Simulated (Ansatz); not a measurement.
The system is Zr3S2.

```
Zr S
1.0
     2.90254    1.67578    3.48777
    -2.90254    1.67578    3.48777
     0.00000   -3.35156    3.48777
Zr S
3 2
Direct
  0.83873 0.50000 0.16127
  0.50000 0.16127 0.83873
  0.16127 0.83873 0.50000
  0.66502 0.66502 0.66502
  0.33498 0.33498 0.33498
```

The cell comes from a database or a generator and needn't be the stable form of this composition.

```yaml
Program: Ansatz 0.2.0
Task: relaxation of cell and atoms
Functional: LDA
Potentials_or_basis: Ansatz PAW
Cutoff: "420 eV (not typed: the program's choice for these potentials)"
k_mesh: 6 × 6 × 6
Occupations: fermi-dirac, width 0.05 eV
Spin: no spin polarisation
```

At the start: volume 20.36 Å³/atom.

Question: Where does the relaxation end?

Answer: It ends after 4 steps and the volume is 19.13 Å³/atom (-6.0 %); space group R32 (No. 155, to 0.05 Å).

The path:
```csv
step,energy change (eV),largest force (eV/Å),volume (Å³)
1,0.0000,0.1667,101.79
2,-0.1528,0.0138,96.18
3,-0.1544,0.0076,95.64
4,-0.1536,0.0074,95.64
```

Final structure:
```cif
data_structure
_symmetry_space_group_name_H-M 'P 1'
_symmetry_Int_Tables_number 1
_cell_length_a 4.7375
_cell_length_b 4.7375
_cell_length_c 4.7375
_cell_angle_alpha 73.762
_cell_angle_beta 73.762
_cell_angle_gamma 73.762
_cell_volume 95.64
loop_
_atom_site_label
_atom_site_type_symbol
_atom_site_fract_x
_atom_site_fract_y
_atom_site_fract_z
_atom_site_occupancy
Zr1 Zr 0.83902 0.50000 0.16098 1
Zr2 Zr 0.50000 0.16098 0.83902 1
Zr3 Zr 0.16098 0.83902 0.50000 1
S1 S 0.66472 0.66472 0.66472 1
S2 S 0.33528 0.33528 0.33528 1
```

Caveat: the plane-wave basis is chosen anew once the cell has moved, so the energies of steps on either side of that aren't comparable; the PAW data sets come from PBE, with cores solved anew for the run's functional, which leaves a small shift of forces and pressure.
